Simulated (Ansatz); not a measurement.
# H7NO6Si2: a ladder of functionals and wavefunction methods

An exercise on one series of results from a longer session: the logs are not shown, and one member is left open.

The runs use Ansatz 0.2.0, Gaussian basis; functionals in def2-TZVPP, the program's frozen cores in correlated methods.

The runs, in order: PBE-D4, r2SCAN-D4, PBE0-D4, B3LYP-D4, ωB97X-V, ωB97M-V; CCSD(T)/def2-TZVPP; MP2/def2-QZVPP; extrapolation to the limit.

2 further runs of the same task are left out: 2 that didn't finish.

## Structure used throughout

All runs share one geometry, relaxed beforehand with PBE0-D4 in a triple-zeta def2 set.

SMILES `O[Si](O)(O)N[Si](O)(O)O`, 16 atoms, charge 0, spin multiplicity 1.

Atoms are counted from 1 here; the program's logs count them from 0.

Bond lengths: O1–Si2 1.632 Å, O1–H10 0.959 Å, Si2–O3 1.635 Å, Si2–O4 1.635 Å, Si2–N5 1.714 Å, O3–H11 0.958 Å, O4–H12 0.964 Å, N5–Si6 1.699 Å, N5–H13 1.010 Å, Si6–O7 1.633 Å, Si6–O8 1.634 Å, Si6–O9 1.656 Å, O7–H14 0.958 Å, O8–H15 0.958 Å, O9–H16 0.959 Å. Angles: Si2–O1–H10 115.9°, O1–Si2–O3 104.9°, O1–Si2–O4 115.8°, O1–Si2–N5 106.6°, O3–Si2–O4 106.9°, O3–Si2–N5 116.2°, O4–Si2–N5 106.7°, Si2–O3–H11 116.3°, Si2–O4–H12 116.1°, Si2–N5–Si6 126.9°, Si2–N5–H13 117.2°, Si6–N5–H13 115.8°, N5–Si6–O7 105.4°, N5–Si6–O8 114.2°, N5–Si6–O9 110.3°, O7–Si6–O8 110.9°, O7–Si6–O9 112.9°, O8–Si6–O9 103.4° and more.

Set-up of the first run:

in.yaml reads:

```yaml
crystal:
  periodic: [false, false, false]
  atoms:
    - {symbol: O, position_ang: [-0.598115, -0.035346, -2.797093]}
    - {symbol: Si, position_ang: [-0.640680, -0.689716, -1.302347]}
    - {symbol: O, position_ang: [-0.718704, -2.303629, -1.551661]}
    - {symbol: O, position_ang: [-1.931688, -0.286381, -0.384560]}
    - {symbol: N, position_ang: [0.747746, -0.117111, -0.477036]}
    - {symbol: Si, position_ang: [0.802567, 0.564306, 1.078140]}
    - {symbol: O, position_ang: [2.281632, 1.245651, 1.200438]}
    - {symbol: O, position_ang: [0.552338, -0.505979, 2.287164]}
    - {symbol: O, position_ang: [-0.427263, 1.656343, 1.269973]}
    - {symbol: H, position_ang: [-1.082580, -0.508985, -3.475101]}
    - {symbol: H, position_ang: [-0.943763, -2.840251, -0.790322]}
    - {symbol: H, position_ang: [-1.852057, 0.528431, 0.123522]}
    - {symbol: H, position_ang: [1.631817, -0.181126, -0.960597]}
    - {symbol: H, position_ang: [2.663622, 1.289442, 2.077841]}
    - {symbol: H, position_ang: [-0.172104, -0.310815, 2.883048]}
    - {symbol: H, position_ang: [-0.312768, 2.495175, 0.818601]}
basis:
  gaussian: {orbitals: def2-TZVPP}
hamiltonian: {xc: pbe, dispersion: d4}
output: {forces: true, orbitals: {seedname: orbitals}}
```

Among the steps run: PBE-D4 (GGA); r2SCAN-D4 (meta-GGA); PBE0-D4 (hybrid); B3LYP-D4 (hybrid); ωB97X-V (range-separated); ωB97M-V (range-separated); CCSD(T) in def2-TZVPP; MP2 in def2-QZVPP.

One of the session's tables, all rows but one given; the rest of the session is left out.

It belongs to the step «Atomisation energies». 

| method | atomisation energy (kJ/mol) |
| --- | --- |
| PBE-D4 | 6834.7 |
| r2SCAN-D4 | 6745.9 |
| PBE0-D4 | 6655.8 |
| B3LYP-D4 | 6702.2 |
| ωB97X-V | 6755.1 |
| ωB97M-V | ? |
| HF/def2-TZVPP | 4646.3 |
| MP2/def2-TZVPP | 6788.4 |
| CCSD/def2-TZVPP | 6444.5 |
| CCSD(T)/def2-TZVPP | 6560.2 |
| MP2/CBS | 7025.7 |
| CCSD(T)/CBS | 6797.5 |

**Question.** Estimate the row for ωB97M-V.

The run gave: atomisation energy (kJ/mol): 6777.8. In the column «atomisation energy (kJ/mol)» it lies between ωB97X-V (6755.1) and MP2/def2-TZVPP (6788.4).
